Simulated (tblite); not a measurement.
# C5H15PSi2: the cost of one run

Programs: tblite 0.8.0 and PySCF 2.14.0, with density-fitted response routines of our own. Each step states its level of theory. These are calculated values for one molecule in the gas phase, unless marked as measured. Atoms count from 0, in the outputs and in this text.

### 1 The molecule as given

23 atoms, charge 0, multiplicity 1; geometry from: force field or distance geometry start.

Bonds of the start (Å): P0–Si1 2.22, Si1–Si2 2.21, Si2–C3 1.87, C3–C4 1.53, C4–C5 1.50, C5–C6 1.52, C6–C7 1.50, C7–C3 1.50, P0–H8 1.46, P0–H9 1.47, Si1–H10 1.49, Si1–H11 1.46, Si2–H12 1.49, Si2–H13 1.48, C3–H14 1.10, C4–H15 1.10, C4–H16 1.12, C5–H17 1.11, C5–H18 1.10, C6–H19 1.09, C6–H20 1.11, C7–H21 1.10, C7–H22 1.11.

### 2 Optimising the geometry with GFN2-xTB

The job: settings as JSON, then the geometry in Å.

```
{"job": {"kind": "relax", "xc": "GFN2-xTB", "basis": "xTB"}, "charge": 0, "multiplicity": 1}
P      4.332200     0.925700    -0.640200
Si     2.890900    -0.765900    -0.605500
Si     1.101900    -0.019400     0.457900
C     -0.481700    -0.248800    -0.503300
C     -1.322600    -1.293100     0.240200
C     -2.399700    -0.549300     0.979700
C     -2.602900     0.722700     0.171600
C     -1.317200     0.991500    -0.562400
H      3.678700     1.959100    -1.438300
H      4.381100     1.430500     0.737600
H      3.462800    -1.858800     0.230600
H      2.618200    -1.291900    -1.935400
H      0.961200    -0.736500     1.753600
H      1.240000     1.406200     0.819300
H     -0.298600    -0.577400    -1.533500
H     -1.731300    -2.058100    -0.439300
H     -0.636900    -1.737200     1.000400
H     -2.031000    -0.255900     1.987000
H     -3.286800    -1.191200     1.015100
H     -3.432400     0.517200    -0.506600
H     -2.775400     1.564500     0.867700
H     -0.792200     1.887200    -0.189900
H     -1.563000     1.205800    -1.623300
```

Launch:

```console
$ OMP_NUM_THREADS=1 python probes_run.py task.json out
```

One launch serves the whole session: the jobs run in the order shown.

Q: Estimate the wall time and peak memory of this first job on 1 thread of Arm Neoverse N1, shared host.

About 4.5 s, with a peak of 0.18 GiB.
